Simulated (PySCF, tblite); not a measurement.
# C6H6F2: geometry, infrared bands and NMR shifts

Wanted: the infrared bands and NMR shifts of C6H6F2 (`C=C(F)/C=C/C=C\F`), by calculation.

Computed with tblite 0.8.0 and PySCF 2.14.0, with density-fitted response routines of our own, on a single molecule in the gas phase. Atoms count from 0, in the outputs and in this text.

### Step 1. Starting geometry

14 atoms, charge 0, multiplicity 1; geometry from: force field or distance geometry start.

Bonds of the start (Å): C0–C1 1.33, C1–F2 1.34, C1–C3 1.45, C3–C4 1.34, C4–C5 1.44, C5–C6 1.34, C6–F7 1.34, C0–H8 1.09, C0–H9 1.09, C3–H10 1.09, C4–H11 1.10, C5–H12 1.10, C6–H13 1.08.

### Step 2. Optimising the geometry with GFN2-xTB

Job settings and geometry (Å):

```
{"job": {"kind": "relax", "xc": "GFN2-xTB", "basis": "xTB"}, "charge": 0, "multiplicity": 1}
C     -3.020100    -0.061700     0.310800
C     -1.872900    -0.238300    -0.332500
F     -1.885100    -0.802100    -1.550700
C     -0.582600     0.122500     0.215600
C      0.574400    -0.078700    -0.420000
C      1.857000     0.282200     0.121100
C      3.015200     0.096500    -0.525100
F      3.084700    -0.448400    -1.745500
H     -3.951100    -0.357900    -0.165500
H     -3.089100     0.379400     1.304800
H     -0.584900     0.558800     1.213900
H      0.568100    -0.527200    -1.419800
H      1.881900     0.731300     1.123800
H      4.003900     0.343000    -0.157900
```

Launch:

```
$ OMP_NUM_THREADS=1 python probes_run.py task.json out
```

The driver reads the jobs from task.json and runs them one after another.

**Question.** This job is followed by: GFN2-xTB harmonic vibrations, gas phase; GIAO PBE0/pcSseg-1 NMR shielding, non-relativistic, gas phase. Predict these results of the whole session: strongest single infrared mode (GFN2-xTB); zero-point energy (GFN2-xTB); ¹³C shifts against TMS (PBE0/pcSseg-1); ¹H shifts against TMS (PBE0/pcSseg-1); ¹⁹F shifts against CFCl3 (PBE0/pcSseg-1); surface potential, 1st and 99th percentile.

The runs gave:

| quantity | value |
| --- | --- |
| strongest single infrared mode (GFN2-xTB) | 1017 cm⁻¹, 139 km/mol |
| zero-point energy (GFN2-xTB) | 62.8 kcal/mol |
| ¹³C shifts against TMS (PBE0/pcSseg-1) | 173.6, 161.5, 130.3, 129.2, 118.3, 101.1 ppm |
| ¹H shifts against TMS (PBE0/pcSseg-1) | 7.29, 6.88, 5.98, 5.61, 5.07, 4.67 ppm |
| ¹⁹F shifts against CFCl3 (PBE0/pcSseg-1) | -115.0, -116.3 ppm |
| surface potential, 1st and 99th percentile | -0.84 V and 1.32 V |

Over 20 steps the energy fell by 0.041 eV; of the close pairs, C5–H12 changed most, 1.099 to 1.080 Å. No mode is imaginary among the 36: a minimum at this level. The strongest single mode, at 1017 cm⁻¹, is carried by F7, C6, H12, C5. GFN2-xTB is a fitted tight-binding method: band positions and strengths are rough. Its intensities can rank the bands wrongly. At PBE0/pcSseg-1: The widest tensor belongs to F7: span 252 ppm, with a paramagnetic part of -190 ppm. At PBE0/pcSseg-1, counted by nearest atom on the grid, the HOMO lies on C0 21 %; C3, C4, C6 about 15 % each, the LUMO on 4 C atoms about 16 % each; C1, C5 about 7 % each.
